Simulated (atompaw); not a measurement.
# A PAW (atompaw) potential for xenon, from input to tests

Task: generate the file, and judge it by its logarithmic derivatives, its ghosts and its cutoff.

Program: atompaw 4.2.0.5. Reference atom: LDA (PW92), non-relativistic, spherical and spin-unpolarised. All values are calculated.

### Step 1. The design

Typed settings, in words:

```json
{
  "element": "xenon (Xe, Z = 54)",
  "type": "PAW",
  "frozen core": "[Kr] 4d10",
  "valence charge": "8",
  "reference configuration": "5s2 5p6",
  "partial waves": "5s (bound); 5s channel at 0.2 Ry; 5p (bound); 5p channel at 1.3 Ry; 5d channel at -0.15 Ry; 5d channel at 1.4 Ry",
  "local potential": "ultrasoft scheme with l = 3 at -0.5 Ry, radius 1.95 bohr",
  "core correction": "smooth core density matched at 1.40 bohr",
  "augmentation charge": "besselshape compensation charge, radius 1.50 bohr; PAW radius 2.00 bohr; waves and projectors: bloechl"
}
```

### Step 2. Generating the potential

Xe.input

```
Xe 54
LDA-PW loggrid 1500 logderivrange -3 5 201
5 5 4 0 0 0
0 0 0
c
c
c
c
v
c
c
c
v
c
c
2
2.00 1.50 1.95 1.40
y
0.2
n
y
1.3
n
y
-0.15
y
1.4
n
bloechl besselshape
3 -0.5 ultrasoft
PWSCFOUT
UPFDX 0.0125d0 UPFXMIN -7.d0 UPFZMESH 54.d0
END
```

Command:

```bash
$ atompaw < Xe.input > Xe.log
```

Before running it: what results should come out? Wanted: cutoffs for 10 and 1 mRy, occupied levels; bound ghosts; largest phase difference near zero energy, channels read; lowest eigenvalue of the overlap; share of valence orbitals outside the PAW sphere; UPF file.

As calculated:

| quantity | value |
| --- | --- |
| cutoffs for 10 and 1 mRy, occupied levels | 18 Ry and 30 Ry |
| bound ghosts | s at -43.05 eV, d at -34.19 eV, p at -17.68 eV |
| largest phase difference near zero energy, channels read | 0.001 rad |
| lowest eigenvalue of the overlap (Bessel basis) | 0.004 (s) |
| share of valence orbitals outside the PAW sphere | 5s 41 %, 5p 60 % |
| UPF file | written |

A bound ghost (s, d, p) makes it unfit for use: electrons can fall into a state that the atom doesn't have. The overlap operator is nearly singular (0.004). It counts as soft on the atom at that tolerance, with 18 Ry needed at the looser tolerance. Near zero energy the phases of the channels with partial waves agree within 0.001 rad. The pseudo curves have poles with no partner nearby in the atom's: p at -1.30 Ry, d at -2.48 Ry. All of this concerns the isolated atom, not yet a solid.
